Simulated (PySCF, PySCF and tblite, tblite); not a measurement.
# C₅H₆GeO₂: conformers and averaged spectra, part 2 of 2

PySCF and tblite. Atoms count from 0. The steps go on from the part before.

### Step 6. Shieldings, conformer 2: mPW1PW91/pcSseg-1 in dichloromethane

The job: settings as JSON, then the geometry in Å.

```
{"job": {"xc": "mPW1PW91", "basis": "pcSseg-1", "solvent": "dichloromethane", "kind": "nmr", "pop": false}, "charge": 0, "multiplicity": 1}
C     -1.398841    -0.265558    -0.924497
C     -0.353617     0.007563    -0.138382
C      0.753578    -0.879355    -0.080002
C      1.713512    -1.611348    -0.004758
C      2.819298    -2.506975     0.047662
O      3.810388    -2.367203     0.714810
O     -0.221859     1.094972     0.652897
Ge    -1.350186     2.429828     0.878108
H     -2.242439     0.405627    -0.972272
H     -1.421711    -1.156404    -1.524022
H      2.676836    -3.387111    -0.613709
H     -2.643920     1.889704     1.417353
H     -1.568739     3.112369    -0.442033
H     -0.572980     3.233419     1.855586
```

Log:

```text
coarse grid: 58512 points
cycle   1  E = -2421.1056888842  dE =  7.346e-01  |g| = 1.281e+00  |ddm| = 3.891e+00
cycle   2  E = -2420.6773445095  dE =  4.283e-01  |g| = 1.955e+00  |ddm| = 2.750e+00
cycle   3  E = -2421.2954349581  dE = -6.181e-01  |g| = 3.588e-01  |ddm| = 2.160e+00
cycle   4  E = -2421.3176084225  dE = -2.217e-02  |g| = 9.146e-02  |ddm| = 3.404e-01
cycle   5  E = -2421.3186530565  dE = -1.045e-03  |g| = 2.764e-02  |ddm| = 8.172e-02
cycle   6  E = -2421.3187922937  dE = -1.392e-04  |g| = 9.447e-03  |ddm| = 2.454e-02
cycle   7  E = -2421.3188068078  dE = -1.451e-05  |g| = 3.825e-03  |ddm| = 9.219e-03
cycle   8  E = -2421.3188102671  dE = -3.459e-06  |g| = 1.007e-03  |ddm| = 3.931e-03
final grid: 123728 points
cycle   9  E = -2421.3187811260  dE =  3.983e-07  |g| = 1.768e-03  |ddm| = 5.484e-03
cycle  10  E = -2421.3187788976  dE =  2.228e-06  |g| = 3.543e-03  |ddm| = 4.057e-03
cycle  11  E = -2421.3187818173  dE = -2.920e-06  |g| = 2.717e-04  |ddm| = 2.845e-03
cycle  12  E = -2421.3187818319  dE = -1.461e-08  |g| = 4.049e-05  |ddm| = 2.000e-04
cycle  13  E = -2421.3187818323  dE = -3.365e-10  |g| = 9.070e-06  |ddm| = 3.723e-05
converged SCF energy = -2421.3187818323

GIAO shielding tensors (ppm)
atom      isotropic    diamagn.    paramagn.     s11        s22        s33       span
  0 C       70.022     257.604    -187.582    -35.255     88.238    157.084    192.339
  1 C       35.472     256.019    -220.546    -67.626     68.776    105.267    172.892
  2 C       83.321     251.310    -167.989     19.265     19.776    210.923    191.658
  3 C       94.432     257.726    -163.294     19.736     30.920    232.640    212.903
  4 C        1.529     250.997    -249.468    -86.291    -12.725    103.605    189.896
  5 O     -348.109     399.457    -747.566  -1010.820   -445.205    411.697   1422.517
  6 O      234.068     408.278    -174.210    138.230    251.206    312.769    174.540
  7 Ge    1410.811    2756.056   -1345.245   1301.357   1325.603   1605.473    304.115
  8 H       26.446      31.664      -5.218     23.619     24.259     31.460      7.842
  9 H       25.964      31.299      -5.335     23.902     24.594     29.396      5.494
 10 H       22.093      26.658      -4.565     19.171     21.262     25.846      6.674
 11 H       26.673      28.412      -1.739     20.301     22.389     37.328     17.027
 12 H       26.672      28.477      -1.805     20.301     22.389     37.326     17.025
 13 H       26.897      28.549      -1.651     19.671     22.828     38.194     18.523
```

It took 28 s on 1 thread of AMD EPYC 7R43, shared host; peak memory 1.4 GiB.

In short: HOMO -7.18 eV, LUMO -2.38 eV; dipole 6.28 D.

### Step 7. Single-point energy, conformer 2: PBE0/def2-SVP in dichloromethane

The job, as its differences from that of step 6:

```diff
@@ -1,2 +1,2 @@
-{"job": {"xc": "mPW1PW91", "basis": "pcSseg-1", "solvent": "dichloromethane", "kind": "nmr", "pop": false}, "charge": 0, "multiplicity": 1}
+{"job": {"xc": "PBE0", "basis": "def2-SVP", "solvent": "dichloromethane", "kind": "sp"}, "charge": 0, "multiplicity": 1}
 C     -1.398841    -0.265558    -0.924497
```

Log:

```text
coarse grid: 58512 points
cycle   1  E = -2420.1363620379  dE =  7.465e-01  |g| = 9.966e-01  |ddm| = 4.388e+00
cycle   2  E = -2419.7307997149  dE =  4.056e-01  |g| = 1.747e+00  |ddm| = 3.433e+00
cycle   3  E = -2420.3112507735  dE = -5.805e-01  |g| = 2.106e-01  |ddm| = 2.574e+00
cycle   4  E = -2420.3196777721  dE = -8.427e-03  |g| = 7.021e-02  |ddm| = 2.543e-01
cycle   5  E = -2420.3204964642  dE = -8.187e-04  |g| = 2.217e-02  |ddm| = 7.755e-02
cycle   6  E = -2420.3205956541  dE = -9.919e-05  |g| = 7.480e-03  |ddm| = 2.351e-02
cycle   7  E = -2420.3206058568  dE = -1.020e-05  |g| = 3.197e-03  |ddm| = 7.636e-03
cycle   8  E = -2420.3206083398  dE = -2.483e-06  |g| = 7.417e-04  |ddm| = 3.643e-03
final grid: 123728 points
cycle   9  E = -2420.3205811813  dE =  1.481e-07  |g| = 1.237e-03  |ddm| = 4.166e-03
cycle  10  E = -2420.3205802225  dE =  9.588e-07  |g| = 2.415e-03  |ddm| = 3.292e-03
cycle  11  E = -2420.3205814992  dE = -1.277e-06  |g| = 1.858e-04  |ddm| = 2.162e-03
cycle  12  E = -2420.3205815058  dE = -6.641e-09  |g| = 3.890e-05  |ddm| = 1.738e-04
cycle  13  E = -2420.3205815062  dE = -3.315e-10  |g| = 9.820e-06  |ddm| = 3.931e-05
converged SCF energy = -2420.3205815062
```

Wall time 12 s (1 thread of AMD EPYC 7R43, shared host); peak memory 0.81 GiB.

This run: HOMO -7.06 eV, LUMO -2.24 eV; dipole 5.99 D.

### Step 8. Shieldings, conformer 3: mPW1PW91/pcSseg-1 in dichloromethane

The job: settings as JSON, then the geometry in Å.

```
{"job": {"xc": "mPW1PW91", "basis": "pcSseg-1", "solvent": "dichloromethane", "kind": "nmr", "pop": false}, "charge": 0, "multiplicity": 1}
C     -0.312079    -2.488247    -0.420554
C     -0.433390    -1.167184    -0.249536
C      0.690378    -0.367936     0.068619
C      1.599700     0.384340     0.341324
C      2.679377     1.253010     0.661367
O      2.590067     2.443673     0.818602
O     -1.635213    -0.551450    -0.375178
Ge    -1.990264     1.176945    -0.186602
H     -1.169193    -3.090366    -0.661871
H      0.641476    -2.971780    -0.319947
H      3.646166     0.717936     0.756922
H     -1.209086     1.947506    -1.206051
H     -1.645566     1.593975     1.210007
H     -3.453050     1.119107    -0.459269
```

Log:

```text
coarse grid: 58512 points
cycle   1  E = -2421.1030870741  dE =  7.238e-01  |g| = 1.286e+00  |ddm| = 3.874e+00
cycle   2  E = -2420.6455033135  dE =  4.576e-01  |g| = 1.992e+00  |ddm| = 2.763e+00
cycle   3  E = -2421.2958321167  dE = -6.503e-01  |g| = 3.600e-01  |ddm| = 2.186e+00
cycle   4  E = -2421.3181591149  dE = -2.233e-02  |g| = 9.279e-02  |ddm| = 3.409e-01
cycle   5  E = -2421.3192128146  dE = -1.054e-03  |g| = 2.967e-02  |ddm| = 8.343e-02
cycle   6  E = -2421.3193818144  dE = -1.690e-04  |g| = 8.544e-03  |ddm| = 2.761e-02
cycle   7  E = -2421.3193924067  dE = -1.059e-05  |g| = 3.426e-03  |ddm| = 7.930e-03
cycle   8  E = -2421.3193950899  dE = -2.683e-06  |g| = 1.170e-03  |ddm| = 3.667e-03
final grid: 123728 points
cycle   9  E = -2421.3193609106  dE =  8.273e-07  |g| = 2.230e-03  |ddm| = 4.376e-03
cycle  10  E = -2421.3193568698  dE =  4.041e-06  |g| = 4.633e-03  |ddm| = 5.182e-03
cycle  11  E = -2421.3193620951  dE = -5.225e-06  |g| = 2.600e-04  |ddm| = 3.494e-03
cycle  12  E = -2421.3193621089  dE = -1.380e-08  |g| = 3.816e-05  |ddm| = 1.988e-04
cycle  13  E = -2421.3193621093  dE = -3.511e-10  |g| = 8.037e-06  |ddm| = 4.421e-05
converged SCF energy = -2421.3193621093

GIAO shielding tensors (ppm)
atom      isotropic    diamagn.    paramagn.     s11        s22        s33       span
  0 C       63.849     255.979    -192.129    -48.827     86.747    153.628    202.455
  1 C       37.760     253.510    -215.750    -63.335     71.334    105.282    168.616
  2 C       86.618     258.599    -171.981     23.498     23.544    212.812    189.315
  3 C       89.568     258.856    -169.288     14.549     30.862    223.294    208.745
  4 C        1.782     250.781    -249.000    -85.817    -12.263    103.425    189.243
  5 O     -349.127     402.015    -751.142  -1012.494   -446.097    411.210   1423.704
  6 O      234.717     405.107    -170.391    141.530    270.843    291.777    150.246
  7 Ge    1404.275    2757.065   -1352.791   1297.715   1323.690   1591.420    293.705
  8 H       25.913      29.977      -4.064     22.443     24.597     30.697      8.254
  9 H       25.842      30.386      -4.544     22.612     24.686     30.228      7.616
 10 H       22.096      26.723      -4.627     19.178     21.324     25.787      6.609
 11 H       26.627      29.557      -2.930     20.305     22.694     36.883     16.579
 12 H       26.630      29.558      -2.928     20.308     22.690     36.891     16.583
 13 H       26.956      28.640      -1.684     19.872     22.696     38.301     18.429
```

Run time: 34 s. Hardware: 1 thread of AMD EPYC 7R43, shared host; peak memory 1.4 GiB.

This run: HOMO -7.04 eV, LUMO -2.46 eV; dipole 2.34 D.

### Step 9. Single-point energy, conformer 3: PBE0/def2-SVP in dichloromethane

The job, as its differences from that of step 8:

```diff
@@ -1,2 +1,2 @@
-{"job": {"xc": "mPW1PW91", "basis": "pcSseg-1", "solvent": "dichloromethane", "kind": "nmr", "pop": false}, "charge": 0, "multiplicity": 1}
+{"job": {"xc": "PBE0", "basis": "def2-SVP", "solvent": "dichloromethane", "kind": "sp"}, "charge": 0, "multiplicity": 1}
 C     -0.312079    -2.488247    -0.420554
```

Log:

```text
coarse grid: 58512 points
cycle   1  E = -2420.1338223330  dE =  7.360e-01  |g| = 1.003e+00  |ddm| = 4.375e+00
cycle   2  E = -2419.7002825450  dE =  4.335e-01  |g| = 1.785e+00  |ddm| = 3.662e+00
cycle   3  E = -2420.3120038282  dE = -6.117e-01  |g| = 2.088e-01  |ddm| = 2.785e+00
cycle   4  E = -2420.3202442811  dE = -8.240e-03  |g| = 7.244e-02  |ddm| = 2.734e-01
cycle   5  E = -2420.3211186797  dE = -8.744e-04  |g| = 2.343e-02  |ddm| = 9.082e-02
cycle   6  E = -2420.3212366495  dE = -1.180e-04  |g| = 6.516e-03  |ddm| = 2.665e-02
cycle   7  E = -2420.3212435162  dE = -6.867e-06  |g| = 2.945e-03  |ddm| = 6.589e-03
final grid: 123728 points
cycle   8  E = -2420.3212218798  dE =  6.628e-06  |g| = 5.859e-03  |ddm| = 1.048e-02
cycle   9  E = -2420.3211923913  dE =  2.949e-05  |g| = 1.218e-02  |ddm| = 1.757e-02
cycle  10  E = -2420.3212307135  dE = -3.832e-05  |g| = 5.626e-04  |ddm| = 1.154e-02
cycle  11  E = -2420.3212307894  dE = -7.587e-08  |g| = 7.447e-05  |ddm| = 6.573e-04
cycle  12  E = -2420.3212307907  dE = -1.283e-09  |g| = 2.479e-05  |ddm| = 8.513e-05
cycle  13  E = -2420.3212307908  dE = -1.155e-10  |g| = 6.059e-06  |ddm| = 3.159e-05
converged SCF energy = -2420.3212307908
```

Wall time 12 s (1 thread of AMD EPYC 7R43, shared host); peak memory 0.82 GiB.

In short: HOMO -6.92 eV, LUMO -2.32 eV; dipole 2.15 D.

### Step 10. Shieldings, conformer 4: mPW1PW91/pcSseg-1 in dichloromethane

The job: settings as JSON, then the geometry in Å.

```
{"job": {"xc": "mPW1PW91", "basis": "pcSseg-1", "solvent": "dichloromethane", "kind": "nmr", "pop": false}, "charge": 0, "multiplicity": 1}
C     -0.734691     2.406851    -0.291390
C     -0.625429     1.079863    -0.169098
C      0.636539     0.475563     0.040188
C      1.667870    -0.134121     0.219956
C      2.918112    -0.780201     0.431144
O      3.985147    -0.230347     0.521444
O     -1.721030     0.279043    -0.242888
Ge    -1.809017    -1.478592    -0.108917
H     -1.693638     2.865993    -0.450228
H      0.133110     3.036623    -0.233323
H      2.817202    -1.882485     0.507939
H     -1.305112    -1.899515     1.240077
H     -0.992591    -2.100411    -1.203197
H     -3.277151    -1.638737    -0.283872
```

Log:

```text
coarse grid: 58512 points
cycle   1  E = -2421.1022026229  dE =  7.266e-01  |g| = 1.286e+00  |ddm| = 3.889e+00
cycle   2  E = -2420.6420711122  dE =  4.601e-01  |g| = 1.994e+00  |ddm| = 3.023e+00
cycle   3  E = -2421.2947291902  dE = -6.527e-01  |g| = 3.608e-01  |ddm| = 2.403e+00
cycle   4  E = -2421.3171259141  dE = -2.240e-02  |g| = 9.316e-02  |ddm| = 3.586e-01
cycle   5  E = -2421.3181748308  dE = -1.049e-03  |g| = 3.027e-02  |ddm| = 8.895e-02
cycle   6  E = -2421.3183465863  dE = -1.718e-04  |g| = 8.695e-03  |ddm| = 2.941e-02
cycle   7  E = -2421.3183575593  dE = -1.097e-05  |g| = 3.498e-03  |ddm| = 8.104e-03
cycle   8  E = -2421.3183603943  dE = -2.835e-06  |g| = 1.151e-03  |ddm| = 3.909e-03
final grid: 123728 points
cycle   9  E = -2421.3183474912  dE =  8.225e-07  |g| = 2.208e-03  |ddm| = 3.693e-03
cycle  10  E = -2421.3183435386  dE =  3.953e-06  |g| = 4.584e-03  |ddm| = 5.212e-03
cycle  11  E = -2421.3183486517  dE = -5.113e-06  |g| = 2.673e-04  |ddm| = 3.531e-03
cycle  12  E = -2421.3183486663  dE = -1.458e-08  |g| = 3.639e-05  |ddm| = 2.033e-04
cycle  13  E = -2421.3183486666  dE = -3.211e-10  |g| = 6.975e-06  |ddm| = 4.088e-05
converged SCF energy = -2421.3183486666

GIAO shielding tensors (ppm)
atom      isotropic    diamagn.    paramagn.     s11        s22        s33       span
  0 C       62.148     256.010    -193.862    -52.260     85.082    153.623    205.883
  1 C       37.891     253.006    -215.114    -62.620     71.281    105.014    167.634
  2 C       87.187     258.887    -171.699     22.642     24.289    214.631    191.989
  3 C       89.439     260.331    -170.892     14.242     31.591    222.484    208.243
  4 C        2.442     250.316    -247.874    -85.744    -11.494    104.565    190.309
  5 O     -348.392     398.283    -746.675  -1010.569   -444.824    410.218   1420.787
  6 O      238.203     405.176    -166.973    147.291    275.444    291.872    144.581
  7 Ge    1407.016    2756.954   -1349.938   1301.195   1322.193   1597.660    296.466
  8 H       25.840      30.034      -4.194     22.280     24.606     30.633      8.353
  9 H       25.815      30.409      -4.594     22.585     24.574     30.287      7.702
 10 H       22.151      27.903      -5.752     19.147     21.669     25.637      6.490
 11 H       26.554      29.326      -2.772     20.110     22.574     36.978     16.867
 12 H       26.554      29.329      -2.776     20.107     22.580     36.974     16.867
 13 H       26.942      28.558      -1.616     19.913     22.635     38.278     18.366
```

Wall time 32 s (1 thread of AMD EPYC 7R43, shared host); peak memory 1.2 GiB.

In short: HOMO -7.06 eV, LUMO -2.46 eV; dipole 4.19 D.

### Step 11. Single-point energy, conformer 4: PBE0/def2-SVP in dichloromethane

The job, as its differences from that of step 10:

```diff
@@ -1,2 +1,2 @@
-{"job": {"xc": "mPW1PW91", "basis": "pcSseg-1", "solvent": "dichloromethane", "kind": "nmr", "pop": false}, "charge": 0, "multiplicity": 1}
+{"job": {"xc": "PBE0", "basis": "def2-SVP", "solvent": "dichloromethane", "kind": "sp"}, "charge": 0, "multiplicity": 1}
 C     -0.734691     2.406851    -0.291390
```

Log:

```text
coarse grid: 58512 points
cycle   1  E = -2420.1327477360  dE =  7.387e-01  |g| = 1.003e+00  |ddm| = 4.363e+00
cycle   2  E = -2419.6968449276  dE =  4.359e-01  |g| = 1.788e+00  |ddm| = 3.697e+00
cycle   3  E = -2420.3109552794  dE = -6.141e-01  |g| = 2.088e-01  |ddm| = 2.819e+00
cycle   4  E = -2420.3191498997  dE = -8.195e-03  |g| = 7.310e-02  |ddm| = 2.671e-01
cycle   5  E = -2420.3200256584  dE = -8.758e-04  |g| = 2.396e-02  |ddm| = 8.926e-02
cycle   6  E = -2420.3201460703  dE = -1.204e-04  |g| = 6.742e-03  |ddm| = 2.743e-02
cycle   7  E = -2420.3201535162  dE = -7.446e-06  |g| = 3.060e-03  |ddm| = 6.853e-03
final grid: 123728 points
cycle   8  E = -2420.3201460430  dE =  7.007e-06  |g| = 6.031e-03  |ddm| = 1.053e-02
cycle   9  E = -2420.3201151170  dE =  3.093e-05  |g| = 1.248e-02  |ddm| = 1.797e-02
cycle  10  E = -2420.3201553992  dE = -4.028e-05  |g| = 6.258e-04  |ddm| = 1.178e-02
cycle  11  E = -2420.3201554931  dE = -9.389e-08  |g| = 7.602e-05  |ddm| = 7.080e-04
cycle  12  E = -2420.3201554944  dE = -1.326e-09  |g| = 2.618e-05  |ddm| = 8.773e-05
cycle  13  E = -2420.3201554945  dE = -1.219e-10  |g| = 6.297e-06  |ddm| = 3.369e-05
converged SCF energy = -2420.3201554945
```

Wall time 11 s (1 thread of AMD EPYC 7R43, shared host); peak memory 0.81 GiB.

In short: HOMO -6.95 eV, LUMO -2.32 eV; dipole 3.95 D.

### Step 12. Boltzmann average: properties at mPW1PW91/pcSseg-1 in dichloromethane

The job: settings as JSON, then the geometry in Å.

```
{"job": {"study": "conf", "smiles": "C=C(C#CC=O)[O][GeH3]", "search": {"seed": 4088, "n_embed": 60, "ff_keep": 14, "window": 3.0, "nmax": 10, "temps": [150, 200, 250, 298.15, 400], "t_ref": 298.15, "order": 0.001}, "level": {"nmr": {"xc": "mPW1PW91", "basis": "pcSseg-1", "solvent": "dichloromethane"}, "sp": {"xc": "PBE0", "basis": "def2-SVP", "solvent": "dichloromethane"}}, "kind": "conf"}, "charge": 0, "multiplicity": 1}
C     -0.312079    -2.488247    -0.420554
C     -0.433390    -1.167184    -0.249536
C      0.690378    -0.367936     0.068619
C      1.599700     0.384340     0.341324
C      2.679377     1.253010     0.661367
O      2.590067     2.443673     0.818602
O     -1.635213    -0.551450    -0.375178
Ge    -1.990264     1.176945    -0.186602
H     -1.169193    -3.090366    -0.661871
H      0.641476    -2.971780    -0.319947
H      3.646166     0.717936     0.756922
H     -1.209086     1.947506    -1.206051
H     -1.645566     1.593975     1.210007
H     -3.453050     1.119107    -0.459269
```

Log:

```text
conformer  sym    E(xTB)   E(DFT)   G(298.15 K)  weight  dipole/D
    1     Cs      0.000    0.824    1.023   0.1028    5.825
    2     Cs      0.424    0.755    0.857   0.1360    5.992
    3     Cs      0.687    0.000    0.000   0.5777    2.147
    4     Cs      1.043    0.724    0.680   0.1835    3.945

mean shielding (ppm) by class
class atoms           150 K      200 K      250 K   298.15 K      400 K
  0 C  0             64.264     64.555     64.789     64.963     65.223
  1 C  1             37.556     37.419      37.31     37.231     37.114
  2 C  2             86.405     86.263      86.15     86.067     85.946
  3 C  3             89.989     90.268     90.487     90.647      90.88
  4 C  4              1.809       1.82      1.826      1.829       1.83
  5 O  5           -349.035   -348.987   -348.955   -348.933   -348.906
  6 O  6             234.95    235.073    235.157    235.211    235.275
  7 Ge 7           1405.098   1405.618   1406.016   1406.302   1406.704
  8 H  8             25.955     25.984     26.006     26.023     26.048
  9 H  9             25.852     25.859     25.864     25.868     25.874
 10 H  10            22.104     22.109     22.112     22.115     22.119
 11 H  11,12,13      26.734     26.732     26.731      26.73     26.729
```

Wall time 3.3 min (1 thread of AMD EPYC 7R43, shared host). This counts the runs that the step sums up.

The search (ETKDG, UFF, GFN2-xTB) embedded 60 structures, kept 5 distinct ones after the force field and 4 after xTB; 4 were carried on (window 3.0 kcal/mol at the search's own energies). Energies: PBE0/def2-SVP in dichloromethane with D3(BJ).

The conformers at 298 K:

```
no.  group  mirror pair  ΔE xTB  ΔE DFT    ΔG  weight (%)  μ (D)  C0–C1–O6–Ge7 (°)     A, B, C (GHz)
  1     Cs           no    0.00    0.82  1.02        10.3   5.83                 0  5.80, 0.42, 0.39
  2     Cs           no    0.42    0.76  0.86        13.6   5.99                 0  4.30, 0.44, 0.40
  3     Cs           no    0.69    0.00  0.00        57.8   2.15               180  1.70, 0.86, 0.57
  4     Cs           no    1.04    0.72  0.68        18.3   3.94              -180  2.07, 0.69, 0.52
```

Energies in kcal/mol. ΔG holds xTB vibrations and rotation, symmetry numbers and mirror pairs.

Weights (%) by temperature:

```
no.  150 K  200 K  250 K  298 K  400 K
  3   82.4   71.6   63.5   57.8   49.9
  4    8.3   12.9   16.2   18.3   21.1
  2    5.7    9.2   11.8   13.6   16.2
  1    3.6    6.3    8.6   10.3   12.8
```

How the weights hang on the way they are made:

```
                                  scheme    3   4   2   1  mean μ (D)
                         DFT free energy   58  18  14  10        3.38
            DFT energy, symmetry counted   55  16  15  14        3.53
                        DFT energy alone   55  16  15  14        3.53
            xTB energy, symmetry counted   16   9  25  51        5.12
                         xTB free energy   19  11  25  44        4.94
                   lowest conformer only  100   0   0   0        2.15
                           equal weights   25  25  25  25        4.48
conformers found from three starts alone   76  24   0   0        2.58
```

Shifts against references run at the same level (¹³C TMS 186.9, ¹H TMS 31.74 ppm of shielding), by class of atoms, at 298 K:

```
        atoms                                                  environment       no. 3       no. 4       no. 2     average
           C4                                     aldehyde carbonyl carbon       185.1       184.4       185.3       185.0
           C1                                 alkene carbon bearing oxygen       149.1       149.0       151.4       149.6
           C0                β carbon of an enol-ether or enamine type C=C       123.0       124.7       116.8       121.9
           C2                                                alkyne carbon       100.2        99.7       103.5       100.8
           C3                                                alkyne carbon        97.3        97.4        92.4        96.2
          H10                      hydrogen on an aldehyde carbonyl carbon        9.65        9.59        9.65        9.63
           H9  hydrogen on a β carbon of an enol-ether or enamine type C=C        5.90        5.93        5.78        5.88
           H8  hydrogen on a β carbon of an enol-ether or enamine type C=C        5.83        5.90        5.30        5.72
H11, H12, H13                          hydrogen on a germanium bonded to O        5.00        5.06        5.00        5.01
           O5                                              aldehyde oxygen  -349.1 (σ)  -348.4 (σ)  -348.1 (σ)  -348.9 (σ)
           O6                                       oxygen bonded to C, Ge   234.7 (σ)   238.2 (σ)   234.1 (σ)   235.2 (σ)
          Ge7                                   germanium bonded to O, 3 H    1404 (σ)    1407 (σ)    1411 (σ)    1406 (σ)
```

Effective distances for nuclear Overhauser effects, ⟨r⁻⁶⟩^(−1/6) over all pairs of two classes (Å): H8···H9 1.85; H8···H11 3.74.

### Step 13. Outcome

What follows sums up all 2 parts.

| quantity | value |
| --- | --- |
| conformers | 4; the first in weight is no. 3 (Cs), 58 % at 298 K |
| root-mean-square dipole | 3.73 D |
| averaged ¹³C shifts (mPW1PW91/pcSseg-1 in dichloromethane) | 185.0, 149.6, 121.9, 100.8, 96.2 ppm |
| averaged ¹H shifts (mPW1PW91/pcSseg-1 in dichloromethane) | 9.63, 5.88, 5.72, 5.01 ppm |

Conformer 3 leads with 58 % at 298 K, and its share goes from 82 % at 150 K to 50 % at 400 K. xTB puts no. 1 lowest, DFT no. 3. Among conformers over 5 %, C0 differs by 7.9 ppm, while the average moves by 1.0 ppm from 150 to 400 K. Spin-orbit coupling is left out, which matters at and beside the heavy atoms.
